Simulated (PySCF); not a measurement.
# C6H18Pt ([PtMe6]2-): the cost of one run

Computed with PySCF 2.14.0, with density-fitted response routines of our own, on a single molecule in the gas phase. Atoms are numbered from 0 throughout.

### 1 Starting geometry

25 atoms, charge -2, multiplicity 1; geometry from: GFN2-xTB. The atoms were then displaced at random by about 0.03 Å, so the start is not that level's minimum.

Bonds of the start (Å): Pt0–C1 2.15, Pt0–C5 2.19, Pt0–C9 2.10, Pt0–C13 2.28, Pt0–C17 2.27, Pt0–C21 2.16, C1–H2 1.07, C1–H3 1.12, C1–H4 1.08, C5–H6 1.07, C5–H7 1.07, C5–H8 1.08, C9–H10 1.10, C9–H11 1.10, C9–H12 1.12, C13–H14 1.12, C13–H15 1.09, C13–H16 1.08, C17–H18 1.08, C17–H19 1.14, C17–H20 1.11, C21–H22 1.05, C21–H23 1.04, C21–H24 1.05.

### 2 Relaxing the molecule at PBE0-D3(BJ)/def2-SVP

The job: settings as JSON, then the geometry in Å.

```
{"job": {"xc": "PBE0", "basis": "def2-SVP", "d3": "d3bj", "grid": 1, "maxiter": 40, "shake": 0.03, "kind": "geom"}, "charge": -2, "multiplicity": 1}
Pt     0.061510    -0.077340     0.011980
C     -0.011080    -0.015940     2.163740
H      0.671140     0.701400     2.569820
H      0.366290    -0.974650     2.590330
H     -0.973860     0.247380     2.581140
C     -0.021930     0.025650    -2.178990
H     -0.338610     0.958130    -2.591230
H     -0.618860    -0.746530    -2.616650
H      0.975400    -0.141890    -2.562390
C      2.162840    -0.033250     0.041930
H      2.567080    -0.723510    -0.709860
H      2.608390    -0.344500     0.997530
H      2.540910     0.984790    -0.227780
C     -2.220640     0.027530     0.009890
H     -2.634530    -0.984680     0.245380
H     -2.595950     0.336790    -0.966810
H     -2.589620     0.772280     0.700060
C     -0.022620     2.187230     0.002370
H      0.236880     2.592050     0.969650
H     -1.038660     2.622050    -0.295340
H      0.691920     2.591070    -0.748060
C      0.022070    -2.233040    -0.012500
H     -0.726250    -2.560000     0.640700
H      0.949240    -2.589420     0.310850
H     -0.171030    -2.657850    -0.955150
```

Started as:

```
OMP_NUM_THREADS=1 python probes_run.py task.json out
```

The driver reads the jobs from task.json and runs them one after another.

**Question.** How long does this first job take on 1 thread of Intel Xeon at 2.50GHz, shared host, and how much memory does it need?

About 6.8 min, with a peak of 1 GiB.
